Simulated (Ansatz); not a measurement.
# TaRu: stress in a strained cell

Aim: deform TaRu (equal xy, yz and zx engineering shear strains of -1 %) and compute stress, forces and field gradients with LAPW, PAW and all-electron datasets made for the crystal.

Computed with Ansatz 0.2.0 (DFT LDA, scalar-relativistic, unless a step's input says otherwise).

**1. Starting point**

Symmetry: Pm-3m, No. 221, cubic system. The conventional cell has a = 3.187 Å, b = 3.187 Å, c = 3.187 Å, α = 90.00°, β = 90.00°, γ = 90.00°. Ta (site symmetry m-3m) is surrounded by 8 Ru at 2.76 Å. Ru (site symmetry m-3m) has 8 Ta at 2.76 Å as nearest neighbours.

As a file:

```
CELL_PARAMETERS angstrom
3.18700 0.00000 0.00000
0.00000 3.18700 0.00000
0.00000 0.00000 3.18700
ATOMIC_POSITIONS crystal
Ta 0.50000 0.50000 0.50000
Ru 0.00000 0.00000 0.00000
```

Atoms are numbered in the order of the input: Ta1, Ru2.

**2. The deformed structure**

Space group Pm-3m before, R-3m after.

**3. LAPW, all electrons**

The input, input.yaml:

```yaml
crystal:
  lattice:
    - [3.187, -0.015935, -0.015935]
    - [-0.015935, 3.187, -0.015935]
    - [-0.015935, -0.015935, 3.187]
  atoms:
    - { symbol: Ta, position: [0.5, 0.5, 0.5] }
    - { symbol: Ru, position: [0.0, 0.0, 0.0] }
kpoints:
  mp_grid: { grid: [13, 13, 13] }
  band_path:
    path:
      - [0.0, 0.0, 0.0]
      - [0.5, 0.0, 0.0]
      - [0.5, -0.5, 0.5]
      - [0.4901240068, -0.5098759932, 0.4901240068]
      - [0.4901240068, 0.4901240068, 0.4901240068]
      - [0.0, 0.0, 0.0]
      - [0.5, -0.5, 0.0]
    npoints: 5
scf:
  occupations: { method: fermi_dirac, width: 0.03 }
hamiltonian:
  xc: lda
  pseudopotentials: { kind: all_electron, lapw: { basis_error: 0.00025 } }
output:
  forces: true
  stress: true
  eigenvalues: true
```

Run with:

```
$ ansatz run input.yaml --threads 1 --pin off --max-ram 3072MiB --backend cpu --events-out ev --progress --plain --runs-dir out
```

**4. Frozen-core PAW**

The input, input.yaml:

```yaml
crystal:
  lattice:
    - [3.187, -0.015935, -0.015935]
    - [-0.015935, 3.187, -0.015935]
    - [-0.015935, -0.015935, 3.187]
  atoms:
    - { symbol: Ta, position: [0.5, 0.5, 0.5] }
    - { symbol: Ru, position: [0.0, 0.0, 0.0] }
kpoints:
  mp_grid: { grid: [13, 13, 13] }
scf:
  occupations: { method: fermi_dirac, width: 0.03 }
hamiltonian:
  xc: lda
  pseudopotentials: { kind: paw }
output:
  forces: true
  stress: true
  eigenvalues: true
  efg: { contact_densities: true }
```

**5. Datasets made for this crystal**

Changes to input.yaml since step 4:

```diff
@@ -14,3 +14,3 @@
   xc: lda
-  pseudopotentials: { kind: paw }
+  pseudopotentials: { kind: all_electron, datasets: crystal }
 output:
```

(Steps that only read results are left out.)

Before running it: what results should come out? Wanted: pressure; largest shear or deviatoric stress.

As calculated:

```
                                 quantity                                                 value
                                 pressure  LAPW -16.12, PAW -16.27, crystal datasets -16.13 GPa
largest shear or deviatoric stress (LAPW)                                              0.74 GPa
```

In words: The largest part of the stress beyond the pressure is 0.74 GPa in size; the atoms are carried along and not relaxed. No run of the undeformed cell stands beside it, so the pressure holds what the given cell had before the change. PAW: stress within 0.15 GPa of LAPW. Crystal datasets: stress within 0.01 GPa of LAPW. Spin-orbit coupling is left out, though the cell holds Ta; in elements this heavy it can shift bands and gaps by tenths of an eV.
